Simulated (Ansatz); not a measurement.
YbAl2Si2, space group P-3m1: an equation of state with a fit, run with Ansatz 0.2.0 through its Python package.

`run_eos.py`
```python
"""Equation of state of YbAl2Si2."""

import argparse
import warnings

import ansatz as az
import numpy as np
from pymatgen.analysis.eos import EOS

parser = argparse.ArgumentParser(description="Equation of state of YbAl2Si2.")
parser.add_argument("--functional", default="pbesol", help="exchange-correlation functional")
parser.add_argument("--cutoff-ev", type=float, required=True, help="plane-wave cutoff (eV)")
parser.add_argument("--sigma", type=float, required=True, help="smearing width (eV)")
parser.add_argument("--kgrid", type=int, nargs=3, default=[7, 7, 4], help="k-point sampling")
args = parser.parse_args()

VECTORS = np.array([
    [4.148574, 0.0, 0.0],
    [-2.074287, 3.592771, 0.0],
    [0.0, 0.0, 7.051708],
])
SITES = [
    ("Yb", (0.0, 0.0, 0.0)),
    ("Al", (2 / 3, 1 / 3, 0.36835)),
    ("Al", (1 / 3, 2 / 3, 0.63165)),
    ("Si", (2 / 3, 1 / 3, 0.73834)),
    ("Si", (1 / 3, 2 / 3, 0.26166)),
]


def on_lattice(cell):
    crystal = az.Crystal(lattice=az.Lattice.of(cell))
    for symbol, position in SITES:
        crystal = crystal.atom(symbol, position)
    return crystal


def main() -> None:
    warnings.simplefilter("ignore", az.DeckWarning)

    # scale the volume, keep shape and fractions
    volumes, energies, pressures = [], [], []
    for scale in np.linspace(0.88, 1.12, 7):
        cell = VECTORS * scale ** (1 / 3)
        job = (
            on_lattice(cell).calculation()
            .functional(args.functional)
            .pseudopotentials("paw")
            .basis(args.cutoff_ev)
            .occupations(az.OccupationsMethod.METHFESSEL_PAXTON, width=args.sigma)
            .kpoints(*args.kgrid)
            .stress()
        )
        rep = job.run().report
        volumes.append(abs(np.linalg.det(cell)) / len(SITES))
        energies.append(rep["free_energy_ev"] / len(SITES))
        pressures.append(np.trace(rep["stress_gpa"]) / 3)
        print(f"V = {volumes[-1]:8.4f} A^3/atom  F = {energies[-1]:.5f} eV/atom  P = {pressures[-1]:8.3f} GPa")

    for form in ["birch_murnaghan", "pourier_tarantola", "vinet"]:
        fit = EOS(eos_name=form).fit(volumes, energies)
        print(f"{form:18s} V0 {fit.v0:8.4f} A^3/atom  B0 {fit.b0_GPa:7.1f} GPa  B1 {fit.b1:5.2f}")


if __name__ == "__main__":
    main()
```

From its runs, with one value withheld:

| V (Å³/atom) | F less the lowest row shown (meV/atom) |
| --- | --- |
| 18.498 | 23.99 |
| 19.339 | 2.33 |
| 20.180 | 0.00 |
| 21.021 | 13.26 |
| 21.862 | 39.07 |
| 22.703 | 74.94 |
| 23.543 | ? |

What is the missing energy at 23.543 Å³ an atom?

A third-order Birch-Murnaghan fit, E = E0 + (9 V0 B0 / 16) [(t - 1)³ B' + (t - 1)² (6 - 4t)] with t = (V0/V)^(2/3), through the 6 rows shown gives V0 = 19.866 Å³, B0 = 75.7 GPa, B' = 4.14 and E0 = -1.13 meV. At V = 23.543 Å³, t = 0.89295, and the fit extrapolates to 118.96 meV. The run gave 118.76 meV, a miss of 0.20 meV.

Caveats:
- Semilocal functionals put the nearly full 4f shell of Yb too close to the Fermi level.
- Shape and fractional positions are held along the curve, so the bulk modulus is an upper value where they are free to relax.
- For a metal this k-point mesh is coarse: on a finer one energies can move by several to tens of meV an atom and pressures by half a GPa or more, differences at one mesh by less.
- Pressure is positive in compression.
- This cell is a computed structure, which may not be the phase found in nature.
- The whole script took 56 s on 1 thread of Arm Neoverse V2 (shared host), peak memory 0.57 GiB.
